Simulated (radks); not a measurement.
**Valence configurations of B**

An exercise on one series of results from a longer session: the logs are not shown, and one member is left open.

Method: scalar-relativistic Kohn-Sham, PBE, spin-polarised, spherical densities, finite nucleus; open shells are filled with parallel spins first. Code: radks (a radial shooting solver on a logarithmic mesh, Libxc functionals) version 1.

## Starting point

* element: boron (Z = 5)
* charge: 0
* electrons: 5
* configuration: [He] 2s2 2p1
* nuclear rms radius: 2.406 fm
* others tried: 2p3; 2s1 2p2; 2s0.5 2p2.5; 2s1.5 2p1.5

Outer shells as boxes (Hund's rule):

B
```
[He] core
2s [↑↓]
2p [↑ ][  ][  ]
```

The first run:

Settings of this run:

```text
Z 5
configuration [He] 2s2 2p1
relativity scalar-relativistic
functional pbe,pbe
spin polarised
nucleus finite rms 2.406 fm
c 137.035999084
```

Steps of the session up to this table: [He] 2s2 2p1.

One of the session's tables, all rows but one given; the rest of the session is left out.

Sizes of the orbitals, from the radial functions (bohr):

| level | <r> | outermost maximum (interpolated) | 90 % within |
| --- | --- | --- | --- |
| 1s up | ? | ? | ? |
| 1s down | 0.3292 | 0.210 | 0.592 |
| 2s up | 1.939 | 1.51 | 3.09 |
| 2s down | 1.971 | 1.52 | 3.16 |
| 2p up | 2.255 | 1.57 | 3.87 |
| 2p down | 2.368 | 1.59 | 4.12 |

Q: Estimate the row for 1s up from the others.

The run gave: <r>: 0.3296; outermost maximum (interpolated): 0.210; 90 % within: 0.593. In the column «<r>» it lies between 1s down (0.3292) and 2s up (1.939).
